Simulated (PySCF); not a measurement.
# C₄H₇Br: excited states, first hyperpolarisability

Wanted: excited states, first hyperpolarisability for C₄H₇Br (`C=CCCBr`).

Computed with PySCF 2.14.0 and routines of our own; the level stands in each step. Atoms count from 0.

### 1 The system as given

12 atoms, charge 0, multiplicity 1; geometry from: GFN2-xTB.

### 2 Relaxing the molecule at PBE0-D3(BJ)/def2-TZVP

The job: settings as JSON, then the geometry in Å.

```
{"job": {"xc": "PBE0", "basis": "def2-TZVP", "d3": "d3bj", "grid": 2, "kind": "geom"}, "charge": 0, "multiplicity": 1}
C      1.973273    -0.187586    -0.420145
C      0.953553    -0.020408     0.399866
C     -0.426613    -0.541847     0.140305
C     -1.403780     0.619135     0.031858
Br    -3.226118    -0.019826    -0.277353
H      1.873824    -0.732095    -1.344847
H      2.952159     0.201585    -0.200200
H      1.076036     0.528664     1.324809
H     -0.732805    -1.195645     0.962640
H     -0.439983    -1.124208    -0.783488
H     -1.159676     1.266760    -0.809632
H     -1.438673     1.204785     0.950159
```

On the command line:

```console
$ OMP_NUM_THREADS=1 python excited_run.py task.json out
```

This one command runs all jobs of the session in turn.

Log:

```text
step   0  E = -2730.34451017  max force = 0.008697
step   1  E = -2730.34468786  max force = 0.001383
step   2  E = -2730.34472549  max force = 0.001931
step   3  E = -2730.34478196  max force = 0.001035
step   4  E = -2730.34481394  max force = 0.000684
step   5  E = -2730.34484586  max force = 0.000781
step   6  E = -2730.34485813  max force = 0.000409
optimisation converged
```

Run time: 2.3 min. Hardware: 1 thread of Intel Xeon Platinum 8259CL at 2.50GHz, shared host; peak memory 0.9 GiB.

The steps of the relaxation:

| step | energy from step 0 (eV) | largest force component (eV/Å) |
| --- | --- | --- |
| 0 | 0.0000 | 0.4472 |
| 1 | -0.0048 | 0.0711 |
| 2 | -0.0059 | 0.0993 |
| 3 | -0.0074 | 0.0532 |
| 4 | -0.0083 | 0.0352 |
| 5 | -0.0091 | 0.0402 |
| 6 | -0.0095 | 0.0210 |

Distances of close pairs at the start and the end, largest changes first:

| bond | before (Å) | after (Å) | change (Å) |
| --- | --- | --- | --- |
| C3–Br4 | 1.956 | 1.947 | -0.009 |
| C0–H5 | 1.078 | 1.086 | +0.008 |
| C0–H6 | 1.076 | 1.084 | +0.007 |
| C1–H7 | 1.083 | 1.089 | +0.006 |
| C2–C3 | 1.521 | 1.515 | -0.006 |
| C0–C1 | 1.319 | 1.325 | +0.006 |
| C1–C2 | 1.498 | 1.495 | -0.003 |
| C3–H10 | 1.090 | 1.088 | -0.001 |

The end geometry stands in the next job.

| at the end point | value |
| --- | --- |
| point group (found at 0.08 Å tolerance) | C1 |
| rotational constants (GHz, main isotopes) | 18.511, 0.996, 0.988 |
| dipole moment (D) | 2.02 |

### 3 Excited states: TDA CAM-B3LYP/def2-TZVPD

The job: settings as JSON, then the geometry in Å.

```
{"job": {"kind": "states", "xc": "CAM-B3LYP", "basis": "def2-TZVPD", "tda": true, "soc": true, "nstates": 6, "ntriplets": 5, "nquad": 4}, "charge": 0, "multiplicity": 1}
C      1.955376    -0.183653    -0.499113
C      0.976792     0.021345     0.370357
C     -0.405356    -0.532875     0.239386
C     -1.403699     0.588196     0.034381
Br    -3.226971    -0.086410    -0.069640
H      1.811522    -0.801400    -1.380397
H      2.938363     0.250043    -0.358454
H      1.163758     0.647992     1.241062
H     -0.676124    -1.089761     1.141984
H     -0.456633    -1.229301    -0.601050
H     -1.225982     1.120542    -0.897810
H     -1.398363     1.297879     0.860309
```

With the program's defaults for keys left out, this is: TDA CAM-B3LYP/def2-TZVPD excited states, vertical, gas phase, spin-orbit mean-field couplings.

Log:

```text
coarse grid: 45360 points
cycle   1  E = -2730.8346585597  dE = -5.674e-01  |g| = 3.846e-01  |ddm| = 3.305e+00
cycle   2  E = -2730.8474137226  dE = -1.276e-02  |g| = 2.770e-01  |ddm| = 1.035e+00
cycle   3  E = -2730.8618006856  dE = -1.439e-02  |g| = 6.308e-02  |ddm| = 3.546e-01
cycle   4  E = -2730.8626788041  dE = -8.781e-04  |g| = 2.233e-02  |ddm| = 9.220e-02
cycle   5  E = -2730.8627812276  dE = -1.024e-04  |g| = 6.558e-03  |ddm| = 3.951e-02
cycle   6  E = -2730.8627927025  dE = -1.147e-05  |g| = 1.308e-03  |ddm| = 9.499e-03
cycle   7  E = -2730.8627931410  dE = -4.385e-07  |g| = 6.790e-04  |ddm| = 3.183e-03
final grid: 95512 points
cycle   8  E = -2730.8628483812  dE = -4.426e-08  |g| = 7.630e-04  |ddm| = 1.666e-02
cycle   9  E = -2730.8628483374  dE =  4.375e-08  |g| = 9.004e-04  |ddm| = 2.055e-03
cycle  10  E = -2730.8628485133  dE = -1.758e-07  |g| = 3.790e-05  |ddm| = 7.813e-04
cycle  11  E = -2730.8628485136  dE = -3.865e-10  |g| = 1.511e-05  |ddm| = 1.181e-04
converged SCF energy = -2730.8628485136

Singlet excitations
state   eV       nm        f     d(h-e)  d(exc)  Lambda  PR(NTO)  |dmu|/D   mu/D   main configurations
  1   6.1687   201.0   0.00195   0.575   2.800   0.454   1.014    1.457    0.742   H-1->L 0.62, H->L 0.11, H-1->L+8 0.09
  2   6.2027   199.9   0.00685   0.529   2.841   0.548   1.020    1.188    0.889   H-2->L 0.33, H->L 0.30, H-1->L 0.18
  3   7.0555   175.7   0.09155   0.589   3.611   0.481   1.085    2.169    2.423   H->L+1 0.40, H->L 0.22, H-2->L 0.18
  4   7.3854   167.9   0.11957   0.514   3.504   0.289   1.087    3.001    4.468   H-1->L+1 0.38, H-1->L+2 0.22, H->L+1 0.08
  5   7.3974   167.6   0.28281   0.644   3.564   0.410   1.893                     H->L+1 0.27, H-1->L+1 0.12, H->L 0.12
  6   7.4531   166.4   0.22262   0.431   3.445   0.455   2.049                     H->L+2 0.29, H-2->L+1 0.28, H->L 0.12

Triplet excitations (Tamm-Dancoff)
state   eV     d(h-e)  d(exc)  Lambda  PR(NTO)   main configurations
  1   4.3982   0.071   2.158   0.525   1.010   H->L 0.32, H->L+2 0.17, H-2->L 0.12
  2   5.5190   0.572   2.579   0.418   1.006   H-1->L 0.69, H-1->L+8 0.16
  3   5.5537   0.551   2.607   0.561   1.019   H-2->L 0.44, H->L 0.25, H-2->L+8 0.09
  4   6.9327   0.546   3.491   0.457   1.151   H->L+1 0.46, H->L 0.15, H-2->L+1 0.09
  5   7.2034   0.349   3.339   0.260   1.030   H-1->L+1 0.44, H-1->L+2 0.26
S1 - T1 = 1.7705 eV

Spin-orbit couplings |<S|Hso|T>| (cm-1)
             T1       T2       T3       T4       T5
S0       38.276  891.931  890.094   49.490   76.438
S1       65.030  268.095 1049.257  237.141   71.442
S2       59.291 1038.198  274.435  233.408   62.778
S3       15.366  144.949   79.713   21.091  143.320
S4        7.132   59.076   44.858  134.710  227.021
S5        9.688  149.715  120.691   85.547  771.756
S6        5.377  152.227  104.583   35.608  682.773
T1 sublevels (cm-1): 0.000 0.155 0.197   radiative rates (1/s): 2.88 186 1.22
```

Wall time 61 s (1 thread of Intel Xeon Platinum 8259CL at 2.50GHz, shared host); peak memory 1.2 GiB.

In short:

| quantity | value |
| --- | --- |
| S1 less T1 | 1.77 eV |

### 4 Excited states: TDDFT CAM-B3LYP/def2-TZVPD

Settings changed since step 3:

```diff
@@ -1,2 +1,2 @@
-{"job": {"kind": "states", "xc": "CAM-B3LYP", "basis": "def2-TZVPD", "tda": true, "soc": true, "nstates": 6, "ntriplets": 5, "nquad": 4}, "charge": 0, "multiplicity": 1}
+{"job": {"kind": "states", "xc": "CAM-B3LYP", "basis": "def2-TZVPD", "tpa": true, "nstates": 8, "nquad": 6, "ntriplets": 0}, "charge": 0, "multiplicity": 1}
 C      1.955376    -0.183653    -0.499113
```

Method: TDDFT CAM-B3LYP/def2-TZVPD excited states, vertical, gas phase, two-photon moments by quadratic response.

Log:

```text
coarse grid: 45360 points
cycle   1  E = -2730.8346585597  dE = -5.674e-01  |g| = 3.846e-01  |ddm| = 3.305e+00
cycle   2  E = -2730.8474137226  dE = -1.276e-02  |g| = 2.770e-01  |ddm| = 1.035e+00
cycle   3  E = -2730.8618006856  dE = -1.439e-02  |g| = 6.308e-02  |ddm| = 3.546e-01
cycle   4  E = -2730.8626788041  dE = -8.781e-04  |g| = 2.233e-02  |ddm| = 9.220e-02
cycle   5  E = -2730.8627812276  dE = -1.024e-04  |g| = 6.558e-03  |ddm| = 3.951e-02
cycle   6  E = -2730.8627927025  dE = -1.147e-05  |g| = 1.308e-03  |ddm| = 9.499e-03
cycle   7  E = -2730.8627931410  dE = -4.385e-07  |g| = 6.790e-04  |ddm| = 3.183e-03
final grid: 95512 points
cycle   8  E = -2730.8628483812  dE = -4.426e-08  |g| = 7.630e-04  |ddm| = 1.666e-02
cycle   9  E = -2730.8628483374  dE =  4.375e-08  |g| = 9.004e-04  |ddm| = 2.055e-03
cycle  10  E = -2730.8628485133  dE = -1.758e-07  |g| = 3.790e-05  |ddm| = 7.813e-04
cycle  11  E = -2730.8628485136  dE = -3.865e-10  |g| = 1.511e-05  |ddm| = 1.181e-04
converged SCF energy = -2730.8628485136

Singlet excitations
state   eV       nm        f     d(h-e)  d(exc)  Lambda  PR(NTO)  |dmu|/D   mu/D   delta(TPA)   sigma/GM   main configurations
  1   6.1149   202.8   0.00269   0.568   2.801   0.456   1.019    1.470    0.727        4.65      0.064   H-1->L 0.61, H->L 0.11, H-1->L+8 0.09
  2   6.1459   201.7   0.00791   0.521   2.843   0.546   1.027    1.208    0.869       11.23      0.155   H-2->L 0.31, H->L 0.31, H-1->L 0.18
  3   7.0089   176.9   0.21342   0.809   3.585   0.541   1.119    2.265    3.881       81.32      1.464   H->L 0.37, H-2->L 0.32, H->L+1 0.17
  4   7.2034   172.1   0.30833   0.445   3.233   0.438   1.205    2.052    1.335       36.63      0.696   H->L+1 0.51, H->L+2 0.13, H->L 0.09
  5   7.3804   168.0   0.05146   0.476   3.477   0.261   1.026    2.774    4.257       39.25      0.783   H-1->L+1 0.46, H-1->L+2 0.26
  6   7.4200   167.1   0.07771   0.410   3.508   0.385   1.151    2.839    4.525       25.78      0.520   H-2->L+1 0.33, H->L+2 0.20, H-2->L+2 0.11
  7   7.5797   163.6   0.00408   0.508   3.756   0.279   1.048                                            H->L+3 0.69, H->L+6 0.09, H-2->L+3 0.09
  8   7.8352   158.2   0.01828   0.587   3.792   0.438   1.953                                            H-3->L 0.17, H->L+4 0.17, H-2->L+2 0.14
```

Wall time 66 s (1 thread of Intel Xeon Platinum 8259CL at 2.50GHz, shared host); peak memory 1.2 GiB.

### 5 First hyperpolarisability: quadratic response CAM-B3LYP/def2-TZVPD

Settings changed since step 4:

```diff
@@ -1,2 +1,2 @@
-{"job": {"kind": "states", "xc": "CAM-B3LYP", "basis": "def2-TZVPD", "tpa": true, "nstates": 8, "nquad": 6, "ntriplets": 0}, "charge": 0, "multiplicity": 1}
+{"job": {"kind": "beta", "xc": "CAM-B3LYP", "basis": "def2-TZVPD"}, "charge": 0, "multiplicity": 1}
 C      1.955376    -0.183653    -0.499113
```

Method: quadratic response CAM-B3LYP/def2-TZVPD first hyperpolarisability, Taylor convention, gas phase.

Log:

```text
coarse grid: 45360 points
cycle   1  E = -2730.8346585597  dE = -5.674e-01  |g| = 3.846e-01  |ddm| = 3.305e+00
cycle   2  E = -2730.8474137226  dE = -1.276e-02  |g| = 2.770e-01  |ddm| = 1.035e+00
cycle   3  E = -2730.8618006856  dE = -1.439e-02  |g| = 6.308e-02  |ddm| = 3.546e-01
cycle   4  E = -2730.8626788041  dE = -8.781e-04  |g| = 2.233e-02  |ddm| = 9.220e-02
cycle   5  E = -2730.8627812276  dE = -1.024e-04  |g| = 6.558e-03  |ddm| = 3.951e-02
cycle   6  E = -2730.8627927025  dE = -1.147e-05  |g| = 1.308e-03  |ddm| = 9.499e-03
cycle   7  E = -2730.8627931410  dE = -4.385e-07  |g| = 6.790e-04  |ddm| = 3.183e-03
final grid: 95512 points
cycle   8  E = -2730.8628483812  dE = -4.426e-08  |g| = 7.630e-04  |ddm| = 1.666e-02
cycle   9  E = -2730.8628483374  dE =  4.375e-08  |g| = 9.004e-04  |ddm| = 2.055e-03
cycle  10  E = -2730.8628485133  dE = -1.758e-07  |g| = 3.790e-05  |ddm| = 7.813e-04
cycle  11  E = -2730.8628485136  dE = -3.865e-10  |g| = 1.511e-05  |ddm| = 1.181e-04
converged SCF energy = -2730.8628485136

Lowest singlets (eV, f): 6.1149 0.0027  6.1459 0.0079  7.0089 0.2134

First hyperpolarisability (au)
process     nm      |vector|   parallel      HRS      DR
static         -      196.56     114.86      73.88   7.558
shg       1907.0      206.05     120.37      77.51   7.489
eope      1907.0      199.65     116.65          -       -
shg       1064.0      229.75     134.12      86.59   7.332
eope      1064.0      206.75     120.78          -       -
```

Run time: 51 s. Hardware: 1 thread of Intel Xeon Platinum 8259CL at 2.50GHz, shared host; peak memory 1.2 GiB.

### 6 Excited states: TDA CAM-B3LYP/def2-TZVPD in dimethylsulfoxide

Settings changed since step 5:

```diff
@@ -1,2 +1,2 @@
-{"job": {"kind": "beta", "xc": "CAM-B3LYP", "basis": "def2-TZVPD"}, "charge": 0, "multiplicity": 1}
+{"job": {"kind": "states", "xc": "CAM-B3LYP", "basis": "def2-TZVPD", "tda": true, "soc": true, "nstates": 6, "ntriplets": 5, "nquad": 4, "solvent": "dimethylsulfoxide"}, "charge": 0, "multiplicity": 1}
 C      1.955376    -0.183653    -0.499113
```

Method: TDA CAM-B3LYP/def2-TZVPD excited states, vertical, IEF-PCM dimethylsulfoxide (non-equilibrium response), spin-orbit mean-field couplings.

Log:

```text
coarse grid: 45360 points
cycle   1  E = -2730.8427047151  dE = -5.751e-01  |g| = 3.769e-01  |ddm| = 3.305e+00
cycle   2  E = -2730.8561748628  dE = -1.347e-02  |g| = 2.562e-01  |ddm| = 1.082e+00
cycle   3  E = -2730.8677995296  dE = -1.162e-02  |g| = 4.824e-02  |ddm| = 3.477e-01
cycle   4  E = -2730.8683372840  dE = -5.378e-04  |g| = 1.841e-02  |ddm| = 9.598e-02
cycle   5  E = -2730.8684072089  dE = -6.992e-05  |g| = 4.987e-03  |ddm| = 3.781e-02
cycle   6  E = -2730.8684138156  dE = -6.607e-06  |g| = 9.934e-04  |ddm| = 8.526e-03
final grid: 95512 points
cycle   7  E = -2730.8684683651  dE = -1.294e-07  |g| = 1.102e-03  |ddm| = 1.673e-02
cycle   8  E = -2730.8684682501  dE =  1.150e-07  |g| = 1.335e-03  |ddm| = 2.725e-03
cycle   9  E = -2730.8684686578  dE = -4.077e-07  |g| = 4.493e-05  |ddm| = 1.202e-03
cycle  10  E = -2730.8684686587  dE = -9.122e-10  |g| = 2.956e-05  |ddm| = 2.530e-04
converged SCF energy = -2730.8684686587

Singlet excitations
state   eV       nm        f     d(h-e)  d(exc)  Lambda  PR(NTO)  |dmu|/D   mu/D   main configurations
  1   6.3001   196.8   0.00686   0.373   2.789   0.433   1.016    0.897    1.904   H-1->L 0.68, H-2->L 0.09, H-1->L+8 0.09
  2   6.3349   195.7   0.02211   0.281   2.856   0.484   1.029    0.422    2.253   H-2->L 0.51, H->L 0.18, H-1->L 0.14
  3   7.0076   176.9   0.28976   0.968   3.672   0.481   1.119    3.378    5.814   H->L 0.42, H->L+1 0.19, H-2->L 0.16
  4   7.2669   170.6   0.40437   0.398   3.393   0.488   1.176    1.920    2.245   H->L+2 0.60, H->L 0.16
  5   7.4096   167.3   0.09005   0.539   3.435   0.321   1.019                     H-1->L+1 0.75
  6   7.4480   166.5   0.12664   0.609   3.522   0.369   1.108                     H-2->L+1 0.59, H->L+1 0.13

Triplet excitations (Tamm-Dancoff)
state   eV     d(h-e)  d(exc)  Lambda  PR(NTO)   main configurations
  1   4.4220   0.090   2.175   0.484   1.010   H->L 0.32, H->L+2 0.24, H->L+5 0.11
  2   5.6862   0.473   2.571   0.413   1.007   H-1->L 0.73, H-1->L+8 0.14
  3   5.7281   0.444   2.609   0.485   1.021   H-2->L 0.63, H-2->L+8 0.12, H->L 0.09
  4   6.9638   0.494   3.540   0.475   1.184   H->L+2 0.41, H->L 0.18, H->L+1 0.13
  5   7.2279   0.047   2.939   0.471   1.871   H-3->L 0.45
S1 - T1 = 1.8781 eV

Spin-orbit couplings |<S|Hso|T>| (cm-1)
             T1       T2       T3       T4       T5
S0       32.804  844.184  841.991   62.036   62.885
S1       58.005  275.606 1019.168  282.189  626.688
S2       54.282  994.842  291.082  270.503  613.837
S3       19.707  264.456  126.079   46.357  135.656
S4        8.807  189.476  125.233   21.867   81.195
S5       11.405   20.622   48.139   96.570   54.941
S6       11.204   29.353   12.065   51.162   80.197
T1 sublevels (cm-1): 0.000 0.130 0.148   radiative rates (1/s): 4.26 12.4 66.5
```

It took 61 s on 1 thread of Intel Xeon Platinum 8259CL at 2.50GHz, shared host; peak memory 1.2 GiB.

In short:

| quantity | value |
| --- | --- |
| S1 less T1 | 1.88 eV |

### 7 What came out

| quantity | value |
| --- | --- |
| point group | C1 |
| rotational constants (main isotopes) | 18.51, 1.00, 0.99 GHz |
| S1 less T1 (step 3, TDA CAM-B3LYP/def2-TZVPD) | 1.77 eV |
| β vector (step 5, quadratic response CAM-B3LYP/def2-TZVPD) | static 197, SHG 1907.0 nm 206, SHG 1064.0 nm 230 au |
| S1 less T1 (step 6, TDA CAM-B3LYP/def2-TZVPD in dimethylsulfoxide) | 1.88 eV |

What this shows: The optimisation took 6 steps and gained 0.009 eV; among the close pairs (by a distance rule), C3–Br4 changed most, from 1.956 to 1.947 Å. Scalar relativity is left out for the heavy atoms. In step 3, the number of triplets below S1 is 3, and the largest singlet-triplet spin-orbit coupling is S1–T3, 1049.26 cm⁻¹. Steps that list no spin-orbit terms leave them out, which matters at and beside the heavy atoms. β grows from 197 au (static) to 230 au for doubling at 1064.0 nm: normal dispersion, which grows as twice the photon energy moves toward the bright states. In step 6, the number of triplets below S1 is 3, and the largest singlet-triplet spin-orbit coupling is S1–T3, 1019.17 cm⁻¹.
